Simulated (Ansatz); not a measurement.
# CH₃BI radical: basis-set convergence

The task here is to estimate one member of a computed series from the others.

Computed with Ansatz 0.2.0, Gaussian basis. Level: one geometry, several basis sets.

The runs, in order: PBE0-D4/def2-SVP; ωB97M-V/def2-SVP; PBE0-D4/def2-QZVPP; ωB97M-V/def2-QZVPP; the functionals' def2-TZVPP values are taken from earlier runs.

## The relaxed structure

All runs share one geometry, relaxed beforehand with PBE0-D4 in a triple-zeta def2 set. I takes the def2 core potential; no spin-orbit term is included.

6 atoms, charge 0, spin multiplicity 2.

Atoms are counted from 1 here; the program's logs count them from 0.

Bond lengths: C1–B2 1.541 Å, C1–H4 1.100 Å, C1–H5 1.094 Å, C1–H6 1.092 Å, B2–I3 2.101 Å. Angles: B2–C1–H4 106.2°, B2–C1–H5 113.8°, B2–C1–H6 112.7°, H4–C1–H5 107.1°, H4–C1–H6 106.7°, H5–C1–H6 109.8°, C1–B2–I3 127.4°.

Set-up of the first run:

File in.yaml:

```yaml
crystal:
  periodic: [false, false, false]
  atoms:
    - {symbol: C, position_ang: [-0.352539, 0.347915, -0.326407]}
    - {symbol: B, position_ang: [0.116285, -1.039571, 0.152333]}
    - {symbol: I, position_ang: [1.780815, -1.479693, 1.356751]}
    - {symbol: H, position_ang: [-1.008509, 0.739870, 0.464371]}
    - {symbol: H, position_ang: [0.460062, 1.068824, -0.456479]}
    - {symbol: H, position_ang: [-0.954014, 0.298755, -1.236868]}
basis:
  gaussian: {orbitals: def2-SVP}
magnetization: {spin_polarized: true, initial_magnetization: 1}
hamiltonian: {xc: pbe0, dispersion: d4}
output: {orbitals: {seedname: orbitals}}
```

Among the steps run: PBE0-D4 in def2-SVP; ωB97M-V in def2-SVP; PBE0-D4 in def2-QZVPP; ωB97M-V in def2-QZVPP.

One of the session's tables, all rows but one given; the rest of the session is left out.

It belongs to the step «Density functionals: the series». 

| functional | basis | HOMO (eV) | LUMO (eV) |
| --- | --- | --- | --- |
| PBE0-D4 | def2-SVP | -5.59 | -1.78 |
| PBE0-D4 | def2-TZVPP | -5.64 | -1.82 |
| PBE0-D4 | def2-QZVPP | -5.65 | -1.83 |
| ωB97M-V | def2-SVP | -7.38 | 0.22 |
| ωB97M-V | def2-TZVPP | -7.46 | -0.10 |
| ωB97M-V | def2-QZVPP | ? | ? |

Estimate the missing values for ωB97M-V, def2-QZVPP.

**Answer.** HOMO (eV): -7.48; LUMO (eV): -0.15. In the column «HOMO (eV)» it is the lowest.
